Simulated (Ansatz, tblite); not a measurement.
# (H2In-mu-F)2 (In2H4F2): spin states and exact exchange

Is the singlet the ground state of (H2In-mu-F)2 (In2H4F2)? Other spin states are computed and compared level by level.

The runs use Ansatz 0.2.0, Gaussian basis; level and basis change from run to run.

The runs, in order: triplet, at the geometry of the singlet (GFN1-xTB, GFN2-xTB, PBE0-D4/def2-TZVP, PBE-D4/def2-TZVP, r2SCAN-D4/def2-TZVP); the singlet's energies come from earlier runs.

## Step 1: The structure

The singlet was relaxed beforehand with B3LYP-D4/def2-SVP.

8 atoms, charge 0, spin multiplicity 1.

Bond lengths: In1–H2 1.712 Å, In1–H3 1.712 Å, In1–F4 2.157 Å, In1–F8 2.157 Å, F4–In5 2.157 Å, In5–H6 1.712 Å, In5–H7 1.712 Å, In5–F8 2.157 Å. Angles: H2–In1–H3 141.8°, H2–In1–F4 105.0°, H2–In1–F8 105.0°, H3–In1–F4 104.9°, H3–In1–F8 104.9°, F4–In1–F8 75.9°, In1–F4–In5 104.1°, F4–In5–H6 104.9°, F4–In5–H7 105.0°, F4–In5–F8 75.9°, H6–In5–H7 141.8°, H6–In5–F8 104.9°, H7–In5–F8 105.0°, In1–F8–In5 104.1°.

In takes the def2 core potential. No spin-orbit coupling is included.

## Step 2: Triplet at the fixed geometry, GFN1-xTB

Tight binding, by tblite at 300 K electronic temperature and without a spin-polarisation term:

```python
tblite.interface.Calculator('GFN1-xTB', numbers, positions, charge=0, uhf=2).singlepoint()
```

Energy -418.3605 eV; 0.005 s.

## Step 3: Triplet at the fixed geometry, GFN2-xTB

Tight binding, by tblite at 300 K electronic temperature and without a spin-polarisation term:

```python
tblite.interface.Calculator('GFN2-xTB', numbers, positions, charge=0, uhf=2).singlepoint()
```

Energy -376.5599 eV; 0.004 s.

## Step 4: Triplet at the fixed geometry, PBE0-D4/def2-TZVP

Input file in.yaml:

```yaml
crystal:
  periodic: [false, false, false]
  atoms:
    - {symbol: In, position_ang: [0.094725, -1.051072, -1.333868]}
    - {symbol: H, position_ang: [0.977951, -0.296361, -2.591697]}
    - {symbol: H, position_ang: [-0.730652, -2.501867, -0.951509]}
    - {symbol: F, position_ang: [-1.120342, 0.517511, -0.486658]}
    - {symbol: In, position_ang: [-0.095090, 1.050614, 1.334219]}
    - {symbol: H, position_ang: [-0.980926, 0.279452, 2.580350]}
    - {symbol: H, position_ang: [0.725753, 2.508562, 0.970330]}
    - {symbol: F, position_ang: [1.128561, -0.506828, 0.478834]}
basis:
  gaussian: {orbitals: def2-TZVP}
magnetization: {spin_polarized: true, initial_magnetization: 2}
hamiltonian: {xc: pbe0, dispersion: d4}
scf: {omitted_lower_state_checks: [starts]}
output: {orbitals: {seedname: orbitals}}
```

The run is started by

```console
ansatz run in.yaml --threads 2 --pin off --events-out ev --progress --plain --max-ram 4352MiB
```

What it wrote:

```text
Functional definition: PBE0
  name "PBE0"
  cite "Adamo & Barone, J. Chem. Phys. 110, 6158 (1999) doi:10.1063/1.478522"
  cite "Perdew, Burke & Ernzerhof, Phys. Rev. Lett. 77, 3865 (1996) doi:10.1103/PhysRevLett.77.3865"
  parent pbe
  parameter a = 0.25
  parameter kappa = 0.804
  parameter beta = 0.06672455060314922
  exchange = (1 - a)*pbe_x(kappa = kappa, mu = beta*pi^2/3) + a*exact_x
  correlation = pbe_c(beta = beta)
these checks for a lower state are left out or cut short: starts
1450 factors; their error is unknown
mean field evaluation 1: about -15834.1378 eV, gradient 4.1e1 eV
mean field evaluation 2: about -15798.2436 eV, gradient 1.1e2 eV
mean field evaluation 4: about -15839.3811 eV, gradient 3.7e0 eV
mean field evaluation 8: about -15839.4354 eV, gradient 1.3e-1 eV
mean field evaluation 16: about -15839.5345 eV, gradient 3.9e0 eV
mean field evaluation 32: about -15840.0752 eV, gradient 6.1e-5 eV
mean field -15840.07524844 eV, -582.1120285914 hartree, gradient 4.0e-6 eV, S^2 2.006043; 0 other end points of the search recorded, 0 dependent functions left out
reference -15840.07529827 eV, -582.1120304229 hartree; 33, 31 occupied and 153, 155 virtual orbitals, 1450 factors
Total energy: -15840.21265211 eV, -582.1170780834 hartree
Checks for a lower state left out: starts
```

Run time: 39 s. Hardware: 2 threads of Arm Neoverse V1, shared host; peak memory 0.9 GiB.

HOMO -2.86 eV, LUMO -6.15 eV (over both spins); ⟨S²⟩ 2.006 (pure: 2.00).

## Step 5: Triplet at the fixed geometry, PBE-D4/def2-TZVP

start.molden holds the orbitals of an earlier run on this state, so that the run starts from the solution found there.

in.yaml, as its differences from that of step 4:

```diff
@@ -12,5 +12,5 @@
 basis:
-  gaussian: {orbitals: def2-TZVP}
+  gaussian: {orbitals: def2-TZVP, initial_orbitals: start.molden}
 magnetization: {spin_polarized: true, initial_magnetization: 2}
-hamiltonian: {xc: pbe0, dispersion: d4}
+hamiltonian: {xc: pbe, dispersion: d4}
 scf: {omitted_lower_state_checks: [starts]}
```

The command is unchanged.

What it wrote:

```text
Functional definition: PBE
  name "PBE"
  cite "Perdew, Burke & Ernzerhof, Phys. Rev. Lett. 77, 3865 (1996) doi:10.1103/PhysRevLett.77.3865"
  parent pbe
  parameter kappa = 0.804
  parameter beta = 0.06672455060314922
  exchange = pbe_x(kappa = kappa, mu = beta*pi^2/3)
  correlation = pbe_c(beta = beta)
these checks for a lower state are left out or cut short: starts
1264 factors; their error is unknown
mean field evaluation 1: about -15840.2477 eV, gradient 6.8e0 eV
mean field evaluation 2: about -15840.4474 eV, gradient 4.4e-1 eV
mean field evaluation 4: about -15840.4588 eV, gradient 2.7e-1 eV
mean field evaluation 8: about -15840.3962 eV, gradient 6.6e0 eV
mean field evaluation 16: about -15840.6729 eV, gradient 1.8e-5 eV
mean field -15840.67289333 eV, -582.1339916363 hartree, gradient 2.1e-5 eV, S^2 2.002777; 0 other end points of the search recorded, 0 dependent functions left out
reference -15840.67296816 eV, -582.1339943859 hartree; 33, 31 occupied and 153, 155 virtual orbitals, 1264 factors
Total energy: -15840.83368804 eV, -582.1399007326 hartree
Checks for a lower state left out: starts
```

It took 12 s on 2 threads of Arm Neoverse V1, shared host; peak memory 0.45 GiB.

From the report: HOMO -2.38 eV, LUMO -7.76 eV (over both spins); ⟨S²⟩ 2.003 (pure: 2.00).

## Step 6: Triplet at the fixed geometry, r2SCAN-D4/def2-TZVP

in.yaml, as its differences from that of step 5:

```diff
@@ -14,3 +14,3 @@
 magnetization: {spin_polarized: true, initial_magnetization: 2}
-hamiltonian: {xc: pbe, dispersion: d4}
+hamiltonian: {xc: r2scan, dispersion: d4}
 scf: {omitted_lower_state_checks: [starts]}
```

The command is unchanged.

What it wrote:

```text
Functional definition: r2SCAN
  name "r2SCAN"
  cite "Furness, Kaplan, Ning, Perdew & Sun, J. Phys. Chem. Lett. 11, 8208 (2020) doi:10.1021/acs.jpclett.0c02405"
  cite "Furness, Kaplan, Ning, Perdew & Sun, J. Phys. Chem. Lett. 11, 9248 (2020) doi:10.1021/acs.jpclett.0c03077"
  parent r2scan
  parameter k0 = 0.174
  parameter k1 = 0.065
  parameter a1 = 4.9479
  exchange = r2scan_x(k0 = k0, k1 = k1, a1 = a1)
  correlation = r2scan_c
these checks for a lower state are left out or cut short: starts
1264 factors; their error is unknown
mean field evaluation 1: about -15847.3817 eV, gradient 4.1e0 eV
mean field evaluation 2: about -15847.4377 eV, gradient 1.2e-1 eV
mean field evaluation 4: about -15847.3867 eV, gradient 1.8e0 eV
mean field evaluation 8: about -15847.4357 eV, gradient 7.9e-3 eV
mean field evaluation 16: about -15847.4357 eV, gradient 2.2e-5 eV
mean field -15847.43574244 eV, -582.3825217569 hartree, gradient 8.0e-6 eV, S^2 2.013941; 0 other end points of the search recorded, 0 dependent functions left out
reference -15847.43577666 eV, -582.3825230144 hartree; 33, 31 occupied and 153, 155 virtual orbitals, 1264 factors
Total energy: -15847.47257826 eV, -582.3838754485 hartree
Checks for a lower state left out: starts
```

Run time: 34 s. Hardware: 2 threads of Arm Neoverse V1, shared host; peak memory 0.54 GiB.

HOMO -2.24 eV, LUMO -6.89 eV (over both spins); ⟨S²⟩ 2.014 (pure: 2.00).

## Step 7: Triplet less singlet, vertical

The singlet's energies are those of its earlier runs, whose logs aren't repeated here.

```tsv
level	triplet less singlet, vertical (eV)	time
GFN1-xTB	+5.611	0.011 s
GFN2-xTB	+4.784	0.007 s
PBE-D4/def2-TZVP	+5.403	15 s
r2SCAN-D4/def2-TZVP	+5.808	41 s
PBE0-D4/def2-TZVP	+6.005	43 s
```

Times add the two runs; a level without a time comes out of a correlated run.

## Step 8: What came out

| quantity | value |
| --- | --- |
| triplet less singlet, vertical, functionals in def2-TZVP | +5.403 (PBE-D4) to +6.005 eV (PBE0-D4) |

All functionals put the triplet above the singlet, over a spread of 0.602 eV. These are electronic energies, without zero-point motion, entropy or surroundings.
